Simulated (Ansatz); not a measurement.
# Sc2W: the cost of one run

Method: DFT PBE, scalar-relativistic, plane waves, PAW, in Ansatz 0.2.0.

### Step 1. The starting structure

The structure is hexagonal, space group P6/mmm (No. 191). The conventional cell has a = 4.940 Å, b = 4.940 Å, c = 6.056 Å, α = 90.00°, β = 90.00°, γ = 120.00°. Sc (site symmetry 6mm) is surrounded by 8 Sc at 3.03 to 3.23 Å and 6 W at 3.23 Å. Sc (site symmetry -6m2) is surrounded by 9 Sc at 2.85 to 3.23 Å and 2 W at 3.03 Å. W (site symmetry -6m2) is surrounded by 3 W at 2.85 Å and 8 Sc at 3.03 to 3.23 Å.

As a file:

```
CELL_PARAMETERS angstrom
4.94004 0.00000 0.00000
-2.47002 4.27820 0.00000
0.00000 0.00000 6.05649
ATOMIC_POSITIONS crystal
Sc 0.00000 0.00000 0.75000
Sc 0.00000 0.00000 0.25000
Sc 0.33333 0.66667 0.00000
Sc 0.66667 0.33333 0.00000
W 0.33333 0.66667 0.50000
W 0.66667 0.33333 0.50000
```

Recipe of the guess: ordered superstructure of omega (P6/mmm, No. 191). Lengths come from tabulated atomic sizes and are only a guess.

### Step 2. Probe: one point on a coarse mesh

The input, input.yaml:

```yaml
crystal:
  lattice:
    - [4.9400422, 0.0, 0.0]
    - [-2.4700211, 4.27820205, 0.0]
    - [0.0, 0.0, 6.05649174]
  atoms:
    - { symbol: Sc, position: [0.0, 0.0, 0.75] }
    - { symbol: Sc, position: [0.0, 0.0, 0.25] }
    - { symbol: Sc, position: [0.33333333, 0.66666667, 0.0] }
    - { symbol: Sc, position: [0.66666667, 0.33333333, 0.0] }
    - { symbol: W, position: [0.33333333, 0.66666667, 0.5] }
    - { symbol: W, position: [0.66666667, 0.33333333, 0.5] }
basis:
  ecutwfc: 420
kpoints:
  mp_grid: { grid: [6, 6, 4] }
hamiltonian:
  xc: pbe
scf:
  occupations: { method: gaussian, width: 0.1 }
  lower_state_search: "off"
output:
  forces: true
  stress: true
  eigenvalues: true
```

On the command line:

```bash
$ ansatz run input.yaml --threads 1 --pin off --max-ram 2560MiB --backend cpu --events-out ev --progress --plain --runs-dir out
```

What time and memory should one allow on 1 thread of Arm Neoverse V2, shared host?

About 7.3 s, with a peak of 0.41 GiB.
